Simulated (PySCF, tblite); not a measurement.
# C5H10FSSi radical: geometry, infrared bands and EPR parameters

Wanted: the infrared bands and EPR parameters of C5H10FSSi radical (`F[C@@H]1[SiH2]CCC[C@@H]1[S]`), by calculation.

The runs use tblite 0.8.0 and PySCF 2.14.0, with density-fitted response routines of our own; the level of theory stands in each step. All values are computed, except where a source is named. Atoms count from 0, in the outputs and in this text.

### 1 Starting geometry

18 atoms, charge 0, multiplicity 2; geometry from: force field or distance geometry start.

Bonds of the start (Å): F0–C1 1.37, C1–Si2 1.86, Si2–C3 1.89, C3–C4 1.53, C4–C5 1.51, C5–C6 1.51, C6–S7 1.77, C6–C1 1.53, C1–H8 1.11, Si2–H9 1.48, Si2–H10 1.46, C3–H11 1.09, C3–H12 1.10, C4–H13 1.10, C4–H14 1.11, C5–H15 1.09, C5–H16 1.13, C6–H17 1.12.

### 2 Optimising the geometry with GFN2-xTB

The job: settings as JSON, then the geometry in Å.

```
{"job": {"kind": "relax", "xc": "GFN2-xTB", "basis": "xTB"}, "charge": 0, "multiplicity": 2}
F      0.002300    -1.430600    -1.803400
C     -0.242200    -1.515200    -0.460600
Si    -1.630800    -0.353800    -0.012300
C     -0.917600     1.358800    -0.370700
C      0.357600     1.342900     0.483500
C      1.370400     0.390200    -0.114200
C      0.969400    -0.999000     0.321600
S      2.319500    -2.147500     0.303200
H     -0.490700    -2.558100    -0.188800
H     -1.829300    -0.425100     1.447700
H     -2.858600    -0.612700    -0.767700
H     -0.708700     1.402800    -1.443800
H     -1.576900     2.155400     0.014000
H      0.752800     2.350200     0.663400
H      0.041800     0.891200     1.449200
H      1.403400     0.448900    -1.199100
H      2.402200     0.619700     0.279400
H      0.626700    -0.911700     1.386900
```

Launch:

```sh
$ OMP_NUM_THREADS=1 python probes_run.py task.json out
```

The driver reads the jobs from task.json and runs them one after another.

**Question.** This job is followed by: GFN2-xTB harmonic vibrations, gas phase; UKS B3LYP, pcH-1 on C F H S Si, non-relativistic, mean-field spin-orbit, GIAO. What will the session give for the following? strongest single infrared mode (GFN2-xTB); zero-point energy (GFN2-xTB); g(iso) (B3LYP); ⟨S²⟩; largest a(iso); potential on the surface of density 0.002 e/bohr³, 1st and 99th percentile; property runs in this session.

The runs gave:

| quantity | value |
| --- | --- |
| strongest single infrared mode (GFN2-xTB) | 2308 cm⁻¹, 287 km/mol |
| zero-point energy (GFN2-xTB) | 86.1 kcal/mol |
| g(iso) (B3LYP) | 2.24077 |
| ⟨S²⟩ | 0.753 (exact 0.75) |
| largest a(iso) | 1H on H17, 87.7 MHz |
| potential on the surface of density 0.002 e/bohr³, 1st and 99th percentile | -1.01 V and 1.20 V |
| property runs in this session | 1, of which 0 failed and 1 gave unsound results |

What this shows: Over 59 steps the energy fell by 0.545 eV; of the close pairs, C1–Si2 changed most, 1.865 to 1.926 Å. All 48 modes are real, so the xTB geometry is a minimum. The strongest single mode, at 2308 cm⁻¹, moves mainly H10. GFN2-xTB is a fitted tight-binding method: band positions and strengths are rough. Its intensities can rank the bands wrongly. Most of the unpaired spin sits on S7 (0.98 e). The isotropic g lies 238.5 ppt above the free-electron value. These values are not to be trusted: the run shows nearly degenerate orbitals, where second-order g theory doesn't apply. These values are for one conformer; the search (at its own cheap level) found 2 more, at 0.00, 0.21 kcal/mol (those within 0.05 may be mirror or relabelled copies), and measured spectra average over such forms.
